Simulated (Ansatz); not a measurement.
Crystal: Ta3N.

```
CELL_PARAMETERS angstrom
3.03222 0.00000 0.00000
-1.51611 2.62598 0.00000
0.00000 0.00000 7.52414
ATOMIC_POSITIONS crystal
Ta 0.66667 0.33333 0.82607
Ta 0.33333 0.66667 0.17393
Ta 0.00000 0.00000 0.50000
N 0.00000 0.00000 0.00000
```

The cell comes from a database or a generator and needn't be the stable form of this composition.

- Program: Ansatz 0.2.0
- Task: single point
- Functional: PBE
- Potentials or basis: Ansatz PAW
- Cutoff: 420 eV (not typed: the program's choice for these potentials)
- k mesh: 10 × 10 × 4
- Occupations: fermi-dirac, width 0.05 eV
- Spin: no spin polarisation

On this cell: pressure -0.7 GPa; largest force 0.133 eV/Å; band gap on the k mesh none (metal or under the smearing width).

The same run follows on a disturbed copy (atoms moved at random, drawn with an rms of 0.05 Å):

```
Ta N
1.0
     3.03222    0.00000    0.00000
    -1.51611    2.62598    0.00000
     0.00000    0.00000    7.52414
Ta N
3 1
Direct
  0.67856 0.35183 0.82240
  0.34771 0.66490 0.17549
  0.99945 0.00065 0.49519
  0.99628 0.01546 0.99323
```

Question: What does the disturbed cell give?

Answer: The energy (extrapolated to zero smearing) moves by +14.0 meV/atom; pressure -0.9 GPa; largest force 0.960 eV/Å; band gap on the k mesh none (metal or under the smearing width).

Forces in eV/Å, atoms in the order of the input:
```
Ta  -0.265 -0.016 -0.081
Ta  -0.361  0.177 -0.871
Ta  -0.002  0.025  0.370
N    0.628 -0.187  0.583
```

Stress tensor (GPa, compression positive):
```
-2.02  0.07 -0.44
 0.07 -1.17  0.58
-0.44  0.58  0.59
```
